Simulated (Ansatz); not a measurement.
# C2H8BFSi: up Jacob's ladder to CCSD(T)

How much do the methods differ for C2H8BFSi? The plan is to run it at one geometry with functionals of several rungs and with coupled cluster. The yardstick is the atomisation energy at the CCSD(T) limit.

Program: Ansatz 0.2.0, Gaussian basis. Level of theory: functionals in def2-TZVPP, the program's frozen cores in correlated methods. These are calculated values, not measurements.

The runs, in order: LDA (SPW92), PBE-D4, revPBE-D4, BLYP-D4, r2SCAN-D4, B97M-V, PBE0-D4, B3LYP-D4, r2SCANh-D4, r2SCAN0-D4, HSE06-D4, BHLYP-D4, CAM-B3LYP-D4, LC-ωPBE, ωB97X-V, ωB97M-V, B2PLYP, PBE-QIDH; CCSD(T)/def2-SVP; CCSD(T)/def2-TZVPP; MP2/def2-QZVPP; extrapolation to the limit; RPA on PBE.

## Step 1: The relaxed structure

The geometry comes from an earlier relaxation with PBE0-D4 in a triple-zeta def2 set; it is a stationary point, not always the lowest conformer.

SMILES `B[SiH](C)CF`, 13 atoms, charge 0, spin multiplicity 1.

Atoms are counted from 1 here; the program's logs count them from 0.

Bond lengths: B1–Si2 2.010 Å, B1–H6 1.197 Å, B1–H7 1.197 Å, Si2–C3 1.873 Å, Si2–C4 1.901 Å, Si2–H8 1.501 Å, C3–H9 1.092 Å, C3–H10 1.093 Å, C3–H11 1.092 Å, C4–F5 1.398 Å, C4–H12 1.095 Å, C4–H13 1.095 Å. Angles: Si2–B1–H6 122.3°, Si2–B1–H7 120.7°, H6–B1–H7 117.0°, B1–Si2–C3 115.1°, B1–Si2–C4 111.0°, B1–Si2–H8 104.8°, C3–Si2–C4 109.7°, C3–Si2–H8 110.1°, C4–Si2–H8 105.6°, Si2–C3–H9 110.9°, Si2–C3–H10 110.3°, Si2–C3–H11 111.3°, H9–C3–H10 108.0°, H9–C3–H11 108.3°, H10–C3–H11 108.0°, Si2–C4–F5 109.4°, Si2–C4–H12 111.6°, Si2–C4–H13 112.2° and more.

## Step 2: LDA

This LDA is Slater exchange with PW92 correlation.

File in.yaml:

```yaml
crystal:
  periodic: [false, false, false]
  atoms:
    - {symbol: B, position_ang: [-1.121558, 1.688915, 0.301971]}
    - {symbol: Si, position_ang: [-0.115790, -0.044418, 0.461823]}
    - {symbol: C, position_ang: [1.743308, 0.093969, 0.277727]}
    - {symbol: C, position_ang: [-0.786373, -1.336608, -0.761069]}
    - {symbol: F, position_ang: [-0.575895, -0.891056, -2.069520]}
    - {symbol: H, position_ang: [-0.616665, 2.746036, 0.548262]}
    - {symbol: H, position_ang: [-2.281607, 1.696810, 0.006539]}
    - {symbol: H, position_ang: [-0.461163, -0.562720, 1.827429]}
    - {symbol: H, position_ang: [2.148181, 0.838514, 0.966639]}
    - {symbol: H, position_ang: [2.001741, 0.398938, -0.739083]}
    - {symbol: H, position_ang: [2.233587, -0.861225, 0.478877]}
    - {symbol: H, position_ang: [-1.861261, -1.496637, -0.628670]}
    - {symbol: H, position_ang: [-0.285905, -2.305119, -0.656125]}
basis:
  gaussian: {orbitals: def2-TZVPP}
hamiltonian: {xc: lda}
output: {orbitals: {seedname: orbitals}}
```

The runs that follow: PBE-D4 (GGA); revPBE-D4 (GGA); BLYP-D4 (GGA); r2SCAN-D4 (meta-GGA); B97M-V (meta-GGA); PBE0-D4 (hybrid); B3LYP-D4 (hybrid); r2SCANh-D4 (hybrid); r2SCAN0-D4 (hybrid); HSE06-D4 (hybrid); BHLYP-D4 (hybrid); CAM-B3LYP-D4 (range-separated); LC-ωPBE (range-separated); ωB97X-V (range-separated); ωB97M-V (range-separated); B2PLYP (double hybrid); PBE-QIDH (double hybrid); CCSD(T) in def2-SVP; CCSD(T) in def2-TZVPP; MP2 in def2-QZVPP; RPA on PBE orbitals.

**Question.** What will the summary of the whole plan be? Wanted: atomisation energy, CCSD(T)/CBS; farthest beyond LDA; mean size of error, GGA; mean size of error, meta-GGA; mean size of error, hybrid; mean size of error, range-separated; mean size of error, double hybrid; gap, smallest and largest; T1 diagnostic.

As calculated:

| quantity | value |
| --- | --- |
| atomisation energy, CCSD(T)/CBS | 4580.4 kJ/mol |
| functionals within 22.9 kJ/mol (0.5 %) | BLYP-D4, PBE0-D4, B3LYP-D4, r2SCANh-D4, HSE06-D4, LC-ωPBE, ωB97M-V, PBE-QIDH |
| farthest beyond LDA | BHLYP-D4 (-76.0 kJ/mol) |
| mean size of error, GGA | 35.5 kJ/mol |
| mean size of error, meta-GGA | 24.7 kJ/mol |
| mean size of error, hybrid | 25.3 kJ/mol |
| mean size of error, range-separated | 22.4 kJ/mol |
| mean size of error, double hybrid | 27.0 kJ/mol |
| gap, smallest and largest | 3.18 eV (LDA (SPW92)), 10.76 eV (LC-ωPBE) |
| T1 diagnostic | 0.0112 |
| triples share of the correlation energy | 3.3 % |

In words: The LDA atomisation energy is off by 594.6 kJ/mol (13 %): it overbinds. PBE-D4 is off by +63.8 kJ/mol. Double hybrids carry the basis error of their MP2 part in triple zeta, and no dispersion term here, so their miss is partly the set-up's. Taken by rung, range-separated functionals do best (22.4 kJ/mol on average) and GGA ones worst beyond LDA (35.5 kJ/mol). The gap between the best rungs is small, so their order is not settled. Misses under about 22.9 kJ/mol are within the doubt on the reference itself, which lacks core-valence correlation, relativity and higher excitations. Hartree-Fock recovers 76 % of the binding; the rest is correlation. CCSD(T) in def2-SVP is off by -226.8 kJ/mol, worse than the median functional, from the basis alone. The gap grows from 3.2 to 10.8 eV across the functionals, mostly with the share of exact exchange.
